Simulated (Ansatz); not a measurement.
**WCl (octet): the correlation ladder, def2-TZVPP**

The task here is to estimate one member of a computed series from the others.

Method: def2-TZVPP, core rule «outside noble gas», up to 9 orbitals frozen; program: Ansatz 0.2.0, Gaussian basis.

The runs, in order: UHF; ROHF; CCSD(T) on UHF.

### The geometry

The geometry is a PBE0/def2-TZVP stationary point (not a proven minimum) of the parent state, kept for this charge and spin. No spin-orbit coupling is included. Elements past krypton take def2 core potentials.

2 atoms, charge 0, spin multiplicity 8.

Atoms are counted from 1 here; the program's logs count them from 0.

Bond lengths: W1–Cl2 2.275 Å.

The first run:

The input, in.yaml:

```yaml
crystal:
  periodic: [false, false, false]
  atoms:
    - {symbol: W, position_ang: [0.000000, 0.000000, 0.000000]}
    - {symbol: Cl, position_ang: [0.000000, 0.000000, 2.275000]}
basis:
  gaussian: {orbitals: def2-TZVPP}
magnetization: {spin_polarized: true, initial_magnetization: 7}
hamiltonian: {xc: hf}
output: {orbitals: {seedname: orbitals}}
```

Launch:

```sh
> ansatz run in.yaml --threads 1 --pin off --events-out ev --progress --plain --max-ram 4096MiB --backend cpu
```

Steps of the session up to this table: UHF; ROHF; CCSD(T) on UHF.

One table of the session follows, with a row left open; its other results are not shown here.

```
  method  from UCCSD(T) (kJ/mol)
    ROHF                       ?
     UHF                  +762.5
    UMP2                  +100.3
   UCCSD                   +26.5
UCCSD(T)                       0
```

**Question.** Estimate the row for ROHF.

As computed: from UCCSD(T) (kJ/mol): +791.3. In the column «from UCCSD(T) (kJ/mol)» it is the highest.
